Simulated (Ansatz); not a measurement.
# C2H9AsO2Si: ionisation energy by level of theory

An exercise on one series of results from a longer session: the logs are not shown, and one member is left open.

Computed with Ansatz 0.2.0, Gaussian basis. Level: unrestricted cation, the program's frozen cores in correlated methods.

The runs, in order: UKS PBE-D4/def2-TZVPP; UKS r2SCAN-D4/def2-TZVPP; UKS PBE0-D4/def2-TZVPP; UKS B3LYP-D4/def2-TZVPP; UKS wB97X-V/def2-TZVPP; UKS wB97M-V/def2-TZVPP; UKS B2PLYP/def2-TZVPP; UHF-CCSD(T)/def2-TZVPP; UHF-MP2/def2-QZVPP; extrapolation to the limit; then −ε(HOMO) from the neutral's earlier runs with LDA (SPW92), PBE-D4, revPBE-D4, BLYP-D4, r2SCAN-D4, B97M-V, PBE0-D4, B3LYP-D4, r2SCANh-D4, r2SCAN0-D4, HSE06-D4, BHLYP-D4, CAM-B3LYP-D4, LC-ωPBE, ωB97X-V, ωB97M-V.

## Structure used throughout

The geometry comes from an earlier relaxation with PBE0-D4 in a triple-zeta def2 set; it is a stationary point, not always the lowest conformer.

SMILES `CO[As]([SiH3])OC`, 15 atoms, charge 0, spin multiplicity 1.

Atoms are counted from 1 here; the program's logs count them from 0.

Bond lengths: C1–O2 1.411 Å, C1–H7 1.092 Å, C1–H8 1.096 Å, C1–H9 1.097 Å, O2–As3 1.796 Å, As3–Si4 2.386 Å, As3–O5 1.796 Å, Si4–H10 1.483 Å, Si4–H11 1.486 Å, Si4–H12 1.486 Å, O5–C6 1.411 Å, C6–H13 1.097 Å, C6–H14 1.096 Å, C6–H15 1.092 Å. Angles: O2–C1–H7 108.1°, O2–C1–H8 111.0°, O2–C1–H9 112.2°, H7–C1–H8 108.5°, H7–C1–H9 108.5°, H8–C1–H9 108.5°, C1–O2–As3 117.2°, O2–As3–Si4 91.1°, O2–As3–O5 102.0°, Si4–As3–O5 91.1°, As3–Si4–H10 109.4°, As3–Si4–H11 108.6°, As3–Si4–H12 108.6°, H10–Si4–H11 110.6°, H10–Si4–H12 110.6°, H11–Si4–H12 109.0°, As3–O5–C6 117.2°, O5–C6–H13 112.2° and more.

The first run:

Input file in.yaml:

```yaml
crystal:
  periodic: [false, false, false]
  atoms:
    - {symbol: C, position_ang: [-1.336800, -1.906772, 0.194464]}
    - {symbol: O, position_ang: [-0.030941, -1.410847, -0.007084]}
    - {symbol: As, position_ang: [0.133991, 0.114303, -0.941188]}
    - {symbol: Si, position_ang: [2.513512, -0.044586, -0.869369]}
    - {symbol: O, position_ang: [0.142421, 1.350585, 0.361657]}
    - {symbol: C, position_ang: [-1.095960, 1.932260, 0.707900]}
    - {symbol: H, position_ang: [-1.271597, -2.989477, 0.323541]}
    - {symbol: H, position_ang: [-1.786422, -1.475785, 1.096019]}
    - {symbol: H, position_ang: [-1.995691, -1.697563, -0.657823]}
    - {symbol: H, position_ang: [2.950273, -0.258125, 0.531342]}
    - {symbol: H, position_ang: [2.938219, -1.180511, -1.728810]}
    - {symbol: H, position_ang: [3.088733, 1.214618, -1.410554]}
    - {symbol: H, position_ang: [-1.761347, 2.036886, -0.158483]}
    - {symbol: H, position_ang: [-1.609864, 1.337939, 1.471708]}
    - {symbol: H, position_ang: [-0.900630, 2.926476, 1.115982]}
basis:
  gaussian: {orbitals: def2-TZVPP}
total_charge: 1
magnetization: {spin_polarized: true, initial_magnetization: 1}
hamiltonian: {xc: pbe, dispersion: d4}
```

Launch:

```sh
$ ansatz run in.yaml --threads 2 --pin off --events-out ev --progress --plain --max-ram 32768MiB --backend cuda --devices 0, --max-vram 18GiB
```

Steps of the session up to this table: Cation, UKS PBE-D4/def2-TZVPP; Cation, UKS r2SCAN-D4/def2-TZVPP; Cation, UKS PBE0-D4/def2-TZVPP; Cation, UKS B3LYP-D4/def2-TZVPP; Cation, UKS wB97X-V/def2-TZVPP; Cation, UKS wB97M-V/def2-TZVPP; Cation, UKS B2PLYP (frozen core)/def2-TZVPP; Cation, UHF-CCSD(T)/def2-TZVPP; Cation, UHF-MP2/def2-QZVPP.

One table of the session follows, with a row left open; its other results are not shown here.

For comparison, −ε(HOMO) of the neutral from earlier runs:

| functional | −ε(HOMO) (eV) |
| --- | --- |
| LDA (SPW92) | 5.83 |
| PBE-D4 | 5.67 |
| revPBE-D4 | 5.61 |
| BLYP-D4 | 5.55 |
| r2SCAN-D4 | ? |
| B97M-V | 6.06 |
| PBE0-D4 | 6.82 |
| B3LYP-D4 | 6.62 |
| r2SCANh-D4 | 6.34 |
| r2SCAN0-D4 | 6.97 |
| HSE06-D4 | 6.42 |
| BHLYP-D4 | 7.84 |
| CAM-B3LYP-D4 | 8.09 |
| LC-ωPBE | 9.34 |
| ωB97X-V | 9.04 |
| ωB97M-V | 8.92 |

Q: Estimate the row for r2SCAN-D4 from the others.

Worked estimate for «−ε(HOMO) (eV)». Against the share of exact exchange, r2SCANh-D4 (0.1, 6.34), r2SCAN0-D4 (0.25, 6.97) give a slope of 4.20 per unit share; at 0 the line stands at 5.92.

The run gave: −ε(HOMO) (eV): 5.91. In «−ε(HOMO) (eV)» the line misses by +0.01.
